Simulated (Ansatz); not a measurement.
# NaMgF3: structure and electronic properties

This session takes NaMgF3 and sets out to relax cell and atoms, see whether it has a gap, which orbitals make up the states near it and how charge is shared, locate the band edges and the effective masses, compare with the cell as listed and compute the optical spectrum.

The COD cell was measured well above room temperature, so it is larger than a cold one.

Method: DFT PBEsol, scalar-relativistic, plane waves, PAW, in Ansatz 0.2.0.

**1. The structure to begin with**

Symmetry: Pm-3m, No. 221, cubic system. Conventional cell: a = 3.876 Å, b = 3.876 Å, c = 3.876 Å, α = 90.00°, β = 90.00°, γ = 90.00°. Na (site symmetry m-3m) is surrounded by 12 F at 2.74 Å. Mg (site symmetry m-3m) is surrounded by 6 F at 1.94 Å. F (site symmetry 4/mmm) has 2 Mg at 1.94 Å and 4 Na at 2.74 Å as nearest neighbours.

Coordinates:

```
CELL_PARAMETERS angstrom
3.87600 0.00000 0.00000
0.00000 3.87600 0.00000
0.00000 0.00000 3.87600
ATOMIC_POSITIONS crystal
Na 0.00000 0.00000 0.00000
Mg 0.50000 0.50000 0.50000
F 0.50000 0.50000 0.00000
F 0.00000 0.50000 0.50000
F 0.50000 0.00000 0.50000
```

The structure comes from the Crystallography Open Database.

(A quick probe on a coarse mesh, which set the mesh and smearing, is not shown.)

**3. Relaxing cell and atoms**

Input file input.yaml:

```yaml
crystal:
  lattice:
    - [3.876, 0.0, 0.0]
    - [0.0, 3.876, 0.0]
    - [0.0, 0.0, 3.876]
  atoms:
    - { symbol: Na, position: [0.0, 0.0, 0.0] }
    - { symbol: Mg, position: [0.5, 0.5, 0.5] }
    - { symbol: F, position: [0.5, 0.5, 0.0] }
    - { symbol: F, position: [0.0, 0.5, 0.5] }
    - { symbol: F, position: [0.5, 0.0, 0.5] }
basis:
  ecutwfc: 420
kpoints:
  mp_grid: { grid: [6, 6, 6] }
hamiltonian:
  xc: pbesol
scf:
  occupations: { method: gaussian, width: 0.02 }
output:
  forces: true
  stress: true
  eigenvalues: true
relax:
  adjacent_minimum: "off"
  f_tol: 0.005
  max_steps: 80
  cell: { stress_tol: 0.05 }
```

Started as:

```sh
$ ansatz run input.yaml --threads 1 --pin off --max-ram 2560MiB --backend cpu --events-out ev --progress --plain --runs-dir out
```

Further runs follow: static run: bands, density of states and charges; seeking the band edges over the whole zone; levels beside the edges; the cell as listed, for comparison; optical spectrum.

Before running it: what results should come out? Wanted: relaxed cell; volume; formation energy; gap; Bader charges; gap over the zone; valence top, conduction bottom; hole masses; electron masses.

As calculated:

| quantity | value |
| --- | --- |
| relaxed cell | a = 3.907 Å, b = 3.907 Å, c = 3.907 Å, α = 90.00°, β = 90.00°, γ = 90.00° |
| space group (0.01 Å) | Pm-3m (No. 221) |
| volume | 11.92 Å³/atom |
| formation energy (elements from runs with the same settings, not shown) | -3.19 eV/atom |
| gap | 5.99 eV, indirect on the path |
| Bader charges | Na +0.92, Mg +1.76, F -0.89 e |
| gap over the zone | 5.99 eV, indirect |
| valence top, conduction bottom (fractional k) | (0.500, 0.500, 0.500), (0.000, 0.000, 0.000) |
| hole masses | 1.31 to 19.84 m0 along the directions sampled |
| electron masses | 0.55 to 0.55 m0 along the directions sampled |
| listed cell | 1.7 meV/atom above the relaxed cell, 1.9 GPa, gap 6.10 eV |
| highest peak of ε₂ (x) | 0.8 at 10.2 eV |
| reflectivity at 2.2 eV (x) | 0.03 |
| ε₁ at zero energy (x) | 2.01 |
| α passes 10⁴ cm⁻¹ (x) | at 6.6 eV |

What this shows: Relaxation raised the volume by 2.4 %. The gap is 5.99 eV, with the valence top at R and the conduction bottom at Γ on the path. Of the projected weight, the top eV of the valence band is F 2p (100 %), and the lowest eV of the conduction band Na 3s (64 %) and F 2s (18 %). By Bader's charges (1.8 e at most) the bonding is largely ionic. Electron masses come out at 0.55 and hole masses at 1.31 to 19.84 m0. These cover the sampled directions only. The listed cell costs 1.7 meV/atom and carries a pressure of 1.9 GPa at this level. Absorption along x passes 10⁴ cm⁻¹ at 6.6 eV, beside a least direct gap of 6.45 eV on the SCF mesh; the indirect gap of 5.99 eV gives no absorption without phonons. The energies are Kohn-Sham differences, with no quasiparticle shift and no excitons. With a semilocal gap the spectrum usually lies too low in energy, while excitons would move weight downwards.
